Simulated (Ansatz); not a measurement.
An input for Ansatz 0.2.0 (BiTe):

The input input.yaml:

```yaml
crystal:
  lattice: { a: 6.47, b: 6.47, c: 6.47, alpha: 90.0, beta: 90.0, gamma: 90.0 }
  space_group: 225
  setting: { hermann_mauguin: Fm-3m }
  reduce_to_primitive: true
  atoms:
    - { symbol: Bi, position: [0.0, 0.0, 0.0] }
    - { symbol: Te, position: [0.5, 0.0, 0.0] }
kpoints:
  mp_grid: { grid: [7, 7, 7], shift: [0.5, 0.5, 0.5] }
scf:
  occupations: { method: fermi_dirac, width: 0.15 }
hamiltonian:
  xc: pbesol
  pseudopotentials: { kind: all_electron, datasets: crystal }
output: {}
dielectric: {}
basis:
  xc_grid: 4
```

Potentials or basis: all-electron PAW datasets made for the crystal.

Launch:

```console
$ ansatz run input.yaml --threads 1 --pin off --max-ram 2560MiB --backend cpu --events-out ev --progress --plain --runs-dir out
```

Q: How does this run end?

A: The run stopped without a result. It printed:

Output:

```text
Error: inconsistent input (total_charge, dielectric): the neutral cell has an odd electron count (21.000), which no filling of whole bands holds here — the response to a homogeneous field is an insulator's; give the cell's own charge, if that leaves an even count, or remove dielectric
```
